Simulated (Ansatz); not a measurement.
# C₂H₅Al₂N: a ladder of functionals and wavefunction methods

An exercise on one series of results from a longer session: the logs are not shown, and one member is left open.

Method: functionals in def2-TZVPP, the program's frozen cores in correlated methods; program: Ansatz 0.2.0, Gaussian basis.

The runs, in order: LDA (SPW92), PBE-D4, revPBE-D4, BLYP-D4, r2SCAN-D4, B97M-V, PBE0-D4, B3LYP-D4, r2SCANh-D4, r2SCAN0-D4, HSE06-D4, BHLYP-D4, CAM-B3LYP-D4, LC-ωPBE, ωB97X-V, ωB97M-V, B2PLYP, PBE-QIDH; CCSD(T)/def2-SVP; CCSD(T)/def2-TZVPP; MP2/def2-QZVPP; extrapolation to the limit; RPA on PBE.

## The relaxed structure

All runs share one geometry, relaxed beforehand with PBE0-D4 in a triple-zeta def2 set.

SMILES `N[C]1=[C]([AlH2])[AlH]1`, 10 atoms, charge 0, spin multiplicity 1.

Atoms are counted from 1 here; the program's logs count them from 0.

Bond lengths: N1–C2 1.335 Å, N1–H6 1.010 Å, N1–H7 1.003 Å, C2–C3 1.402 Å, C2–Al5 1.870 Å, C3–Al4 1.910 Å, C3–Al5 1.855 Å, Al4–H8 1.589 Å, Al4–H9 1.600 Å, Al5–H10 1.572 Å. Angles: C2–N1–H6 121.2°, C2–N1–H7 121.0°, H6–N1–H7 117.8°, N1–C2–C3 129.3°, N1–C2–Al5 163.4°, C3–C2–Al5 67.3°, C2–C3–Al4 135.0°, C2–C3–Al5 68.5°, Al4–C3–Al5 156.6°, C3–Al4–H8 120.3°, C3–Al4–H9 121.8°, H8–Al4–H9 117.9°, C2–Al5–C3 44.2°, C2–Al5–H10 153.6°, C3–Al5–H10 162.2°.

As a file:

```tsv
atom	x (Å)	y (Å)	z (Å)
N1	-0.8024	1.6480	-0.1964
C2	0.0471	0.7275	-0.6594
C3	0.3818	-0.5230	-0.1208
Al4	-0.1333	-1.5043	1.4343
Al5	1.2984	-0.1939	-1.7001
H6	-1.3155	1.5013	0.6607
H7	-0.9474	2.5105	-0.6869
H8	0.4726	-2.9473	1.7102
H9	-1.1743	-0.9142	2.4970
H10	2.2561	-0.3557	-2.9356
```

The first run:

in.yaml

```yaml
crystal:
  periodic: [false, false, false]
  atoms:
    - {symbol: N, position_ang: [-0.802426, 1.648002, -0.196432]}
    - {symbol: C, position_ang: [0.047081, 0.727519, -0.659371]}
    - {symbol: C, position_ang: [0.381808, -0.522963, -0.120803]}
    - {symbol: Al, position_ang: [-0.133342, -1.504266, 1.434287]}
    - {symbol: Al, position_ang: [1.298444, -0.193875, -1.700103]}
    - {symbol: H, position_ang: [-1.315503, 1.501317, 0.660728]}
    - {symbol: H, position_ang: [-0.947392, 2.510454, -0.686871]}
    - {symbol: H, position_ang: [0.472562, -2.947343, 1.710229]}
    - {symbol: H, position_ang: [-1.174340, -0.914210, 2.496967]}
    - {symbol: H, position_ang: [2.256107, -0.355733, -2.935630]}
basis:
  gaussian: {orbitals: def2-TZVPP}
hamiltonian: {xc: lda}
output: {orbitals: {seedname: orbitals}}
```

On the command line:

```bash
$ ansatz run in.yaml --threads 2 --pin off --events-out ev --progress --plain --max-ram 4352MiB
```

Steps of the session up to this table: LDA; PBE-D4 (GGA); revPBE-D4 (GGA); BLYP-D4 (GGA); r2SCAN-D4 (meta-GGA); B97M-V (meta-GGA); B3LYP-D4 (hybrid); r2SCANh-D4 (hybrid); r2SCAN0-D4 (hybrid); HSE06-D4 (hybrid); BHLYP-D4 (hybrid); CAM-B3LYP-D4 (range-separated); LC-ωPBE (range-separated); ωB97X-V (range-separated); ωB97M-V (range-separated); B2PLYP (double hybrid); PBE-QIDH (double hybrid).

One table of the session follows, with a row left open; its other results are not shown here.

It belongs to the step «Orbital energies across the functionals». 

```
  functional  HOMO (eV)  LUMO (eV)  gap (eV)
 LDA (SPW92)      -5.04      -2.43      2.61
      PBE-D4      -4.89      -2.19      2.71
   revPBE-D4      -4.83      -2.08      2.76
     BLYP-D4      -4.76      -2.04      2.72
   r2SCAN-D4      -5.06      -1.92      3.13
      B97M-V      -5.15      -2.05      3.09
     PBE0-D4      -5.96      -1.41      4.55
    B3LYP-D4      -5.77      -1.59      4.18
  r2SCANh-D4      -5.46      -1.65      3.81
  r2SCAN0-D4      -6.07      -1.26      4.81
    HSE06-D4      -5.56      -1.78      3.79
    BHLYP-D4      -6.95      -0.59      6.37
CAM-B3LYP-D4      -7.23      -0.46      6.77
     LC-ωPBE          ?          ?         ?
     ωB97X-V      -8.18       0.49      8.67
     ωB97M-V      -8.04       0.25      8.30
```

Q: Estimate the row for LC-ωPBE from the others.

**Answer.** HOMO (eV): -8.49; LUMO (eV): 0.60; gap (eV): 9.09. In the column «HOMO (eV)» it is the lowest.
